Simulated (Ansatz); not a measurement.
RuRh:

```xyz
2
Lattice="2.7094 0.0000 0.0000 -1.3547 2.3464 0.0000 0.0000 0.0000 4.2984" Properties=species:S:1:pos:R:3 pbc="T T T"
Rh    1.3547    0.7821    0.0000
Ru    0.0000    0.0000    2.1492
```

The cell comes from a database or a generator and needn't be the stable form of this composition.

| Property | Result |
| --- | --- |
| Program | Ansatz 0.2.0 |
| Task | relaxation of cell and atoms |
| Functional | PBE |
| Potentials or basis | Ansatz PAW |
| Cutoff | 420 eV (not typed: the program's choice for these potentials) |
| k mesh | 11 × 11 × 6 |
| Occupations | fermi-dirac, width 0.05 eV |
| Spin | no spin polarisation |

At the start: volume 13.66 Å³/atom.

**Question.** How do energy, volume and symmetry change on relaxing?

**Answer.** It ends after 5 steps and the volume is 13.89 Å³/atom (+1.7 %); space group P-6m2 (No. 187, to 0.05 Å).

The path:
```tsv
step	energy change (eV)	largest force (eV/Å)	volume (Å³)
1	0.0000	0.0000	27.33
2	-0.0004	0.0000	28.23
3	-0.0068	0.0000	27.80
4	-0.0068	0.0000	27.79
5	-0.0071	0.0000	27.79
```

Final structure:
```yaml
crystal:
  lattice:
    - [2.72510, 0.00000, 0.00000]
    - [-1.36255, 2.36000, 0.00000]
    - [0.00000, 0.00000, 4.32103]
  atoms:
    - { symbol: Rh, position: [0.66667, 0.33333, 0.00000] }
    - { symbol: Ru, position: [0.00000, 0.00000, 0.50000] }
```

Caveat: the plane-wave basis is chosen anew once the cell has moved, so the energies of steps on either side of that aren't comparable.
